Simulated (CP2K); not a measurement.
The system is KPt.

```
CELL_PARAMETERS angstrom
3.00085 0.00000 0.00000
-1.50042 2.59881 0.00000
0.00000 0.00000 5.34558
ATOMIC_POSITIONS crystal
Pt 0.66667 0.33333 0.00000
K 0.00000 0.00000 0.50000
```

The cell comes from a database or a generator and needn't be the stable form of this composition.

Base run:

| Quantity | Value |
| --- | --- |
| Program | CP2K 2026.2 |
| Functional | RPBE |
| Potentials or basis | POTENTIAL_UZH Pt GTH-PBE-q18, K GTH-PBE-q9; TZVP-MOLOPT-PBE-GTH basis |
| Density cutoff | 6123 eV |
| k mesh | 10 × 10 × 5 |
| Occupations | gaussian, width 0.02 eV |
| Spin | no spin polarisation |

Its results: band gap on the k mesh none (metal or under the smearing width); pressure 3.1 GPa.

Problem. The run is repeated on the same cell with these changes: functional from RPBE to PBEsol. What comes out?

Solution. Band gap on the k mesh none (metal or under the smearing width); pressure -4.1 GPa.

PBEsol binds more tightly than RPBE, so the same cell stands under less pressure.

Caveats: the potentials were made for another functional, which shifts forces and pressure; the basis of atomic orbitals isn't converged, which shifts pressures, moduli and gaps.

Not every run made on this cell is shown here.
